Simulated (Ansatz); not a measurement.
# Co: the cost of one run

Computed with Ansatz 0.2.0 (DFT LDA, scalar-relativistic, plane waves, PAW, unless a step's input says otherwise).

3 further runs of the same task are left out: 3 set aside as unsound or not needed. Runs told in other sessions of the task aren't counted.

## (1) The structure to begin with

The structure is trigonal, space group P-3m1 (No. 164). The conventional cell has a = 2.489 Å, b = 2.489 Å, c = 4.016 Å, α = 90.00°, β = 90.00°, γ = 120.00°. Around Co (site symmetry 3m) lie 12 Co at 2.37 to 2.57 Å.

Coordinates:

```
CELL_PARAMETERS angstrom
2.48948 0.00000 0.00000
-1.24474 2.15595 0.00000
0.00000 0.00000 4.01570
ATOMIC_POSITIONS crystal
Co 0.66667 0.33333 0.23469
Co 0.33333 0.66667 0.76531
```

## (2) Mode 6 frozen in at -0.060 A, equal normal strain along x, y and z +0.0250

File input.yaml:

```yaml
crystal:
  lattice:
    - [2.4894786737, 0.0, 0.0]
    - [-1.2447393368, 2.1559517736, 0.0]
    - [0.0, 0.0, 4.0156953126]
  atoms:
    - { symbol: Co, position: [0.6666666667, 0.3333333333, 0.2346850931], spin: 1.72 }
    - { symbol: Co, position: [0.3333333333, 0.6666666667, 0.7653149069], spin: 1.72 }
basis:
  ecutwfc: 520.0
kpoints:
  mp_grid: { grid: [21, 21, 12] }
hamiltonian:
  xc: lda
  pseudopotentials: { kind: paw, azcp: { folder: soft_1 } }
scf:
  occupations: { method: gaussian, width: 0.15 }
output:
  forces: true
  stress: true
  eigenvalues: true
  populations: true
magnetization:
  spin_polarized: true
```

Command:

```
ansatz run input.yaml --threads 2 --pin off --max-ram 4096MiB --backend cpu --events-out ev --progress --plain --runs-dir out
```

Q: Estimate wall time and peak memory on 2 threads of Arm Neoverse N1, shared host.

About 57 s, with a peak of 0.73 GiB.
